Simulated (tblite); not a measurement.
# F6P4 ((PF2)3P): the cost of one run

The runs use tblite 0.8.0 and PySCF 2.14.0, with density-fitted response routines of our own; the level of theory stands in each step. All values are computed, except where a source is named. Atoms are numbered from 0 throughout.

### Step 1. Starting geometry

10 atoms, charge 0, multiplicity 1; geometry from: force field or distance geometry start.

Bonds of the start (Å): F0–P1 1.73, P1–F2 1.68, P1–P3 2.19, P3–P4 2.14, P4–F5 1.70, P4–F6 1.68, P3–P7 2.17, P7–F8 1.70, P7–F9 1.71.

### Step 2. Geometry optimisation with GFN2-xTB

The job: settings as JSON, then the geometry in Å.

```
{"job": {"kind": "relax", "xc": "GFN2-xTB", "basis": "xTB"}, "charge": 0, "multiplicity": 1}
F     -0.973900     1.453300     2.039000
P     -0.781900     1.910400     0.379900
F     -2.180200     2.561800    -0.294200
P     -0.132300     0.191800    -0.805700
P     -1.112300    -1.593300    -0.134700
F     -1.674600    -2.663700    -1.330600
F     -0.553700    -2.312200     1.279400
P      2.037800     0.224700    -0.821300
F      2.790200    -1.268100    -0.507800
F      2.589900     1.499900     0.173600
```

The run is started by

```bash
OMP_NUM_THREADS=1 python probes_run.py task.json out
```

One launch serves the whole session: the jobs run in the order shown.

**Question.** How long does this first job take on 1 thread of Arm Neoverse V1, shared host, and how much memory does it need?

About 1.7 s, with a peak of 0.18 GiB.
